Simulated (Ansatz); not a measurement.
CsLiCr2Te2S3:

```
CELL_PARAMETERS angstrom
6.10792 -0.01886 0.00581
-2.28822 5.93151 0.00333
-1.38462 -2.19395 7.56260
ATOMIC_POSITIONS crystal
Cs 0.06348 0.10178 0.99394
Li 0.57026 0.58143 0.57403
Cr 0.07801 0.50138 0.57990
Cr 0.43162 0.02972 0.53722
Te 0.54458 0.76732 0.28198
Te 0.01143 0.65932 0.29902
S 0.77800 0.37133 0.70773
S 0.39402 0.82508 0.74875
S 0.19605 0.23009 0.48646
```

The cell was built by a generator and needn't be a form met in nature.

- Program: Ansatz 0.2.0
- Task: relaxation of cell and atoms
- Functional: PBEsol
- Potentials or basis: Ansatz PAW
- Cutoff: 420 eV (not typed: the program's choice for these potentials)
- k mesh: 4 × 4 × 3
- Occupations: fermi-dirac, width 0.05 eV
- Spin: collinear spin, ferromagnetic start
- Starting moments: [0.0, 0.0, 3.0, 3.0, 0.0, 0.0, 0.0, 0.0, 0.0] μB

At the start: volume 30.42 Å³/atom.

**Question.** How do energy, volume and symmetry change on relaxing?

**Answer.** It ends after 12 steps and the volume is 27.37 Å³/atom (-10.0 %); space group P1 (No. 1, to 0.05 Å); moment 5.50 μB per cell.

Step by step:
| step | energy change (eV) | largest force (eV/Å) | volume (Å³) |
| --- | --- | --- | --- |
| 1 | 0.0000 | 0.3295 | 273.78 |
| 2 | -0.0785 | 0.2675 | 262.52 |
| 3 | -0.1047 | 0.1023 | 257.01 |
| 4 | -0.1189 | 0.0576 | 249.64 |
| 5 | -0.1236 | 0.0350 | 248.43 |
| 6 | -0.1274 | 0.0625 | 245.73 |
| 7 | -0.1283 | 0.0217 | 246.40 |
| 8 | -0.1289 | 0.0088 | 246.48 |
| 9 | -0.1292 | 0.0182 | 246.29 |
| 10 | -0.1294 | 0.0070 | 246.35 |
| 11 | -0.1296 | 0.0066 | 246.32 |
| 12 | -0.1272 | 0.0067 | 246.32 |

Final structure:
```
CELL_PARAMETERS angstrom
6.06335 -0.09870 0.12043
-2.34942 5.79661 0.01149
-1.20295 -2.04897 7.00995
ATOMIC_POSITIONS crystal
Cs 0.06269 0.10659 0.98359
Li 0.57053 0.58081 0.57295
Cr 0.07805 0.50288 0.57908
Cr 0.43165 0.02781 0.53929
Te 0.55211 0.76898 0.26940
Te 0.01543 0.66088 0.28394
S 0.77224 0.37617 0.71839
S 0.39602 0.82336 0.76450
S 0.18874 0.21997 0.49788
```

Caveat: the plane-wave basis is chosen anew once the cell has moved, so the energies of steps on either side of that aren't comparable; only a ferromagnetic start was run, and an antiferromagnetic order may lie lower in energy; the PAW data sets come from PBE, with cores solved anew for the run's functional, which leaves a small shift of forces and pressure.
